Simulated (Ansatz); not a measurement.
**BBrH4Si: interaction energy of a dimer with the counterpoise correction**

Wanted for BBrH4Si: the interaction energy of a dimer with the counterpoise correction. SMILES: [SiH3]BBr.

Program: Ansatz 0.2.0, driven from Python. Level of theory: PBE/def2-SVP. These are calculated values, not measurements.

### Step 1. Starting point

Bond lengths: Si1–B2 1.873 Å, B2–Br3 1.990 Å, Si1–H4 1.421 Å, Si1–H5 1.500 Å, Si1–H6 1.518 Å, B2–H7 1.195 Å. Angles: Si1–B2–Br3 118.6°, Si1–B2–H7 121.3°, Br3–B2–H7 120.0°, B2–Si1–H4 111.0°, B2–Si1–H5 111.9°, B2–Si1–H6 111.3°, H4–Si1–H5 107.0°, H4–Si1–H6 109.0°, H5–Si1–H6 106.6°.

No structure file is read: the coordinates are typed or built in the script.

### Step 2. The script

bbrh4si.py

```python
"""Interaction energy of two BBrH4Si molecules, with the counterpoise correction."""

import ansatz as az

FIRST = [
    ("Si", (-0.6347, 0.4388, -0.2203)),
    ("B", (0.8091, -0.5065, 0.5072)),
    ("Br", (1.7565, -1.8297, -0.6373)),
    ("H", (-1.6529, -0.449, -0.6627)),
    ("H", (-0.224, 1.2596, -1.4072)),
    ("H", (-1.2267, 1.4049, 0.7899)),
    ("H", (1.173, -0.3183, 1.6301)),
]
SECOND = [
    ("Si", (-2.8428, -3.5876, 0.6423)),
    ("B", (-3.9133, -2.0578, 0.4974)),
    ("Br", (-5.0155, -1.8168, -1.1413)),
    ("H", (-1.9135, -3.6618, -0.4308)),
    ("H", (-3.6586, -4.8462, 0.6022)),
    ("H", (-2.0825, -3.6065, 1.956)),
    ("H", (-3.9534, -1.2421, 1.3702)),
]

def energy(atoms, ghosts=()):
    molecule = az.Crystal.molecule()
    for symbol, xyz in atoms:
        molecule = molecule.atom(symbol, xyz)
    calc = (
        molecule.calculation()
        .basis(gaussian="def2-SVP")
        .functional("pbe")
    )
    deck = calc.input()
    if ghosts:
        deck = deck.set(az.key.basis.gaussian.ghost_atoms, [{"symbol": s, "position_ang": list(xyz)} for s, xyz in ghosts])
    return az.Session.from_dict(deck).plan().execute().report["free_energy_ev"]

# monomers in their own basis and in the basis of the dimer
both = energy(FIRST + SECOND)
alone = energy(FIRST) + energy(SECOND)
ghosted = energy(FIRST, SECOND) + energy(SECOND, FIRST)
print(f"dimer {both:.6f} eV")
print(f"interaction, uncorrected   {23.060548 * (both - alone):8.3f} kcal/mol")
print(f"interaction, counterpoise  {23.060548 * (both - ghosted):8.3f} kcal/mol")
print(f"basis-set superposition    {23.060548 * (alone - ghosted):8.3f} kcal/mol")
```

### Step 3. The calls as engine input

The engine receives this input (first run):

```yaml
crystal:
  periodic: [false, false, false]
  atoms:
    - { symbol: Si, position_ang: [-0.6347, 0.4388, -0.2203] }
    - { symbol: B, position_ang: [0.8091, -0.5065, 0.5072] }
    - { symbol: Br, position_ang: [1.7565, -1.8297, -0.6373] }
    - { symbol: H, position_ang: [-1.6529, -0.449, -0.6627] }
    - { symbol: H, position_ang: [-0.224, 1.2596, -1.4072] }
    - { symbol: H, position_ang: [-1.2267, 1.4049, 0.7899] }
    - { symbol: H, position_ang: [1.173, -0.3183, 1.6301] }
    - { symbol: Si, position_ang: [-2.8428, -3.5876, 0.6423] }
    - { symbol: B, position_ang: [-3.9133, -2.0578, 0.4974] }
    - { symbol: Br, position_ang: [-5.0155, -1.8168, -1.1413] }
    - { symbol: H, position_ang: [-1.9135, -3.6618, -0.4308] }
    - { symbol: H, position_ang: [-3.6586, -4.8462, 0.6022] }
    - { symbol: H, position_ang: [-2.0825, -3.6065, 1.956] }
    - { symbol: H, position_ang: [-3.9534, -1.2421, 1.3702] }
basis:
  gaussian:
    orbitals: def2-SVP
hamiltonian:
  xc: pbe
```

### Step 4. Running it

Launch:

```sh
python bbrh4si.py
```

The program printed:

```text
dimer -157275.079328 eV
interaction, uncorrected     -0.750 kcal/mol
interaction, counterpoise    -0.288 kcal/mol
basis-set superposition       0.462 kcal/mol
```

Wall time 17 s (1 thread of Arm Neoverse V2, shared host); peak memory 0.3 GiB.

### Step 5. Inputs of later runs

The engine's inputs for some of the other runs:

Run 2, against run 1:

```diff
@@ -11,7 +10,0 @@
-    - { symbol: Si, position_ang: [-2.8428, -3.5876, 0.6423] }
-    - { symbol: B, position_ang: [-3.9133, -2.0578, 0.4974] }
-    - { symbol: Br, position_ang: [-5.0155, -1.8168, -1.1413] }
-    - { symbol: H, position_ang: [-1.9135, -3.6618, -0.4308] }
-    - { symbol: H, position_ang: [-3.6586, -4.8462, 0.6022] }
-    - { symbol: H, position_ang: [-2.0825, -3.6065, 1.956] }
-    - { symbol: H, position_ang: [-3.9534, -1.2421, 1.3702] }
```

Run 3, against run 1:

```diff
@@ -4,7 +3,0 @@
-    - { symbol: Si, position_ang: [-0.6347, 0.4388, -0.2203] }
-    - { symbol: B, position_ang: [0.8091, -0.5065, 0.5072] }
-    - { symbol: Br, position_ang: [1.7565, -1.8297, -0.6373] }
-    - { symbol: H, position_ang: [-1.6529, -0.449, -0.6627] }
-    - { symbol: H, position_ang: [-0.224, 1.2596, -1.4072] }
-    - { symbol: H, position_ang: [-1.2267, 1.4049, 0.7899] }
-    - { symbol: H, position_ang: [1.173, -0.3183, 1.6301] }
```

Run 4, against run 1:

```diff
@@ -11,7 +10,0 @@
-    - { symbol: Si, position_ang: [-2.8428, -3.5876, 0.6423] }
-    - { symbol: B, position_ang: [-3.9133, -2.0578, 0.4974] }
-    - { symbol: Br, position_ang: [-5.0155, -1.8168, -1.1413] }
-    - { symbol: H, position_ang: [-1.9135, -3.6618, -0.4308] }
-    - { symbol: H, position_ang: [-3.6586, -4.8462, 0.6022] }
-    - { symbol: H, position_ang: [-2.0825, -3.6065, 1.956] }
-    - { symbol: H, position_ang: [-3.9534, -1.2421, 1.3702] }
@@ -20,0 +14,8 @@
+    ghost_atoms:
+      - { symbol: Si, position_ang: [-2.8428, -3.5876, 0.6423] }
+      - { symbol: B, position_ang: [-3.9133, -2.0578, 0.4974] }
+      - { symbol: Br, position_ang: [-5.0155, -1.8168, -1.1413] }
+      - { symbol: H, position_ang: [-1.9135, -3.6618, -0.4308] }
+      - { symbol: H, position_ang: [-3.6586, -4.8462, 0.6022] }
+      - { symbol: H, position_ang: [-2.0825, -3.6065, 1.956] }
+      - { symbol: H, position_ang: [-3.9534, -1.2421, 1.3702] }
```

### Step 6. What each run gave

From the records of these 5 runs:

| run | system | ghost atoms | energy (eV) | SCF cycles | CPU time (s) |
| --- | --- | --- | --- | --- | --- |
| 1 | B2Br2H8Si2 | not set | -157275.0793 | 17 | 6.1 |
| 2 | BBrH4Si | not set | -78637.5235 | 15 | 1.2 |
| 3 | BBrH4Si | not set | -78637.5234 | 15 | 1.2 |
| 4 | BBrH4Si | a list of 7 | -78637.5346 | 15 | 4 |
| 5 | BBrH4Si | a list of 7 | -78637.5323 | 15 | 4 |

Totals carry meaning only in balanced differences at one level of theory.

### Step 7. Summary of results

```
                        quantity            value
 interaction energy, uncorrected  -0.750 kcal/mol
interaction energy, counterpoise  -0.288 kcal/mol
                   runs compared                5
```

**Reading.** The counterpoise correction takes away 62 % of the apparent binding. Uncorrected it is -0.750 kcal/mol, with the counterpoise correction -0.288 kcal/mol; the difference, 0.46 kcal/mol, is the superposition error. What to keep in mind:
- The dimer is a generated trial pose of unrelaxed monomers, not a minimum, so the figure is no binding energy, and the basis set is small.
- This level lacks the dispersion part of the attraction (electrostatics and induction are there), which can decide the sign where the interaction is weak.
